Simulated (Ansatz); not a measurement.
# CH5BClNO (SMILES NB(Cl)CO): PBE/6-31G(d) (spherical functions)

Aim: the vertical singlet–triplet gap of CH5BClNO at PBE/6-31G* (spherical functions), from 2 runs. 

The results are computed with Ansatz 0.2.0.

141 further runs of the same task are left out: 141 set aside as unsound or not needed.

### 1 The structure to begin with

The species is CH5BClNO (10 atoms), meant as a singlet with charge 0. As SMILES, `NB(Cl)CO`. Geometry: relaxed at PBE0-D4/def2-TZVP. This is a higher conformer, about 10 kJ/mol above the lowest found by a separate search.

Bond lengths: N1–B2 1.386 Å, B2–Cl3 1.784 Å, B2–C4 1.577 Å, C4–O5 1.413 Å, N1–H6 1.005 Å, N1–H7 1.006 Å, C4–H8 1.096 Å, C4–H9 1.105 Å, O5–H10 0.962 Å. Some angles: N1–B2–Cl3 118.3°, N1–B2–C4 123.5°, Cl3–B2–C4 118.2°, B2–C4–O5 116.0°, B2–N1–H6 123.2°, B2–N1–H7 122.4°, B2–C4–H8 109.8°, B2–C4–H9 107.4°, O5–C4–H8 107.3°, O5–C4–H9 110.4°.

### 2 The energy at PBE/6-31G(d) (spherical functions)

Contents of input.yaml:

```yaml
crystal:
  periodic: [false, false, false]
  atoms:
    - {symbol: N, position_ang: [-1.481300, 0.770100, 0.263800]}
    - {symbol: B, position_ang: [-0.131200, 0.458300, 0.272600]}
    - {symbol: Cl, position_ang: [0.978400, 1.531400, 1.166200]}
    - {symbol: C, position_ang: [0.484800, -0.764800, -0.509200]}
    - {symbol: O, position_ang: [1.724500, -1.243900, -0.030200]}
    - {symbol: H, position_ang: [-1.860400, 1.585400, 0.713900]}
    - {symbol: H, position_ang: [-2.164100, 0.196600, -0.201200]}
    - {symbol: H, position_ang: [-0.217400, -1.606600, -0.495200]}
    - {symbol: H, position_ang: [0.570000, -0.469000, -1.570200]}
    - {symbol: H, position_ang: [2.179800, -0.508700, 0.392200]}
basis:
  gaussian:
    orbitals: 6-31G_st_-spherical.json
accuracy: high
hamiltonian:
  xc: {name: PBE}
output: {orbitals: {seedname: orbitals}}
```

The basis set 6-31G* is read from a file made from the Basis Set Exchange's data (not shown).

On the command line:

```sh
$ ansatz run input.yaml --threads 1 --pin off --max-ram 3480MiB --events-out events.jsonl --progress --plain --runs-dir runs
```

What it wrote:

```text
Warning: RAYON_NUM_THREADS=1 ignored (pool sized by the plan → 1); use --threads N
Functional definition: PBE
  name "PBE"
  parameter kappa = 0.804
  parameter beta = 0.06672455060314922
  exchange = pbe_x(kappa = kappa, mu = beta*pi^2/3)
  correlation = pbe_c(beta = beta)
1985 factors; integrals over basis functions are off by at most 4.5e-9 eV
mean field evaluation 1: about -17833.6001 eV, gradient 7.2e1 eV
mean field evaluation 2: about -17810.6111 eV, gradient 1.2e2 eV
mean field evaluation 4: about -17843.9243 eV, gradient 6.5e0 eV
mean field evaluation 8: about -17844.0137 eV, gradient 4.2e-1 eV
mean field evaluation 16: about -17844.0141 eV, gradient 1.8e-5 eV
mean field -17844.01413972 eV, -655.7554245273 hartree, gradient 4.0e-8 eV, S^2 0.000000; 0 other end points of the search recorded, 0 dependent functions left out
reference -17844.01414231 eV, -655.7554246226 hartree; 24, 24 occupied and 60, 60 virtual orbitals, 1985 factors
Total energy: -17844.01414231 eV, -655.7554246226 hartree
```

Run time: 6 s. Hardware: 1 thread of Arm Neoverse V2, shared host; peak memory 0.22 GiB.

### 3 The triplet at the same level

Contents of molecule.yaml:

```yaml
crystal:
  periodic: [false, false, false]
  atoms:
    - {symbol: N, position_ang: [-1.481300, 0.770100, 0.263800]}
    - {symbol: B, position_ang: [-0.131200, 0.458300, 0.272600]}
    - {symbol: Cl, position_ang: [0.978400, 1.531400, 1.166200]}
    - {symbol: C, position_ang: [0.484800, -0.764800, -0.509200]}
    - {symbol: O, position_ang: [1.724500, -1.243900, -0.030200]}
    - {symbol: H, position_ang: [-1.860400, 1.585400, 0.713900]}
    - {symbol: H, position_ang: [-2.164100, 0.196600, -0.201200]}
    - {symbol: H, position_ang: [-0.217400, -1.606600, -0.495200]}
    - {symbol: H, position_ang: [0.570000, -0.469000, -1.570200]}
    - {symbol: H, position_ang: [2.179800, -0.508700, 0.392200]}
basis:
  gaussian:
    orbitals: 6-31G_st_-spherical.json
magnetization:
  spin_polarized: true
  initial_magnetization: 2
hamiltonian:
  xc: {name: PBE}
accuracy: high
output: {orbitals: {seedname: orbitals}}
```

The basis set 6-31G* is read from a file made from the Basis Set Exchange's data (not shown).

On the command line:

```sh
$ ansatz run molecule.yaml --threads 1 --pin off --max-ram 3480MiB --events-out events.jsonl --progress --plain --runs-dir runs
```

What it wrote, shortened:

```text
Warning: RAYON_NUM_THREADS=1 ignored (pool sized by the plan → 1); use --threads N
[... 6 set-up lines as earlier in the session ...]
1986 factors; integrals over basis functions are off by at most 4.5e-9 eV
mean field evaluation 1: about -17820.7219 eV, gradient 5.8e1 eV
mean field evaluation 2: about -17758.9902 eV, gradient 1.2e2 eV
mean field evaluation 4: about -17836.2522 eV, gradient 2.2e1 eV
mean field evaluation 8: about -17838.0972 eV, gradient 6.8e0 eV
mean field evaluation 16: about -17838.3833 eV, gradient 3.4e-2 eV
mean field evaluation 32: about -17834.5660 eV, gradient 1.2e1 eV
mean field -17838.38335889 eV, -655.5484971487 hartree, gradient 2.5e-8 eV, S^2 2.003585; 4 other end points of the search recorded, 0 dependent functions left out
reference -17838.38336159 eV, -655.5484972478 hartree; 25, 23 occupied and 59, 61 virtual orbitals, 1986 factors
Total energy: -17838.38336159 eV, -655.5484972478 hartree
```

It took 19 s on 1 thread of Arm Neoverse V2, shared host; peak memory 0.3 GiB.

### 4 Outcome

Level: PBE/6-31G* (spherical functions).

```
                                        quantity          value
                           singlet: total energy  -655.75542 Eh
                            singlet: HOMO energy       -5.35 eV
                            singlet: LUMO energy       -0.34 eV
                          singlet: HOMO–LUMO gap        5.02 eV
                           triplet: total energy  -655.54850 Eh
     triplet: HOMO energy (highest over α and β)       -0.36 eV
                                   triplet: ⟨S²⟩          2.004
vertical energy of the triplet above the singlet       5.631 eV
```

In words: At this shape the triplet lies 5.63 eV (543 kJ/mol) above the singlet.
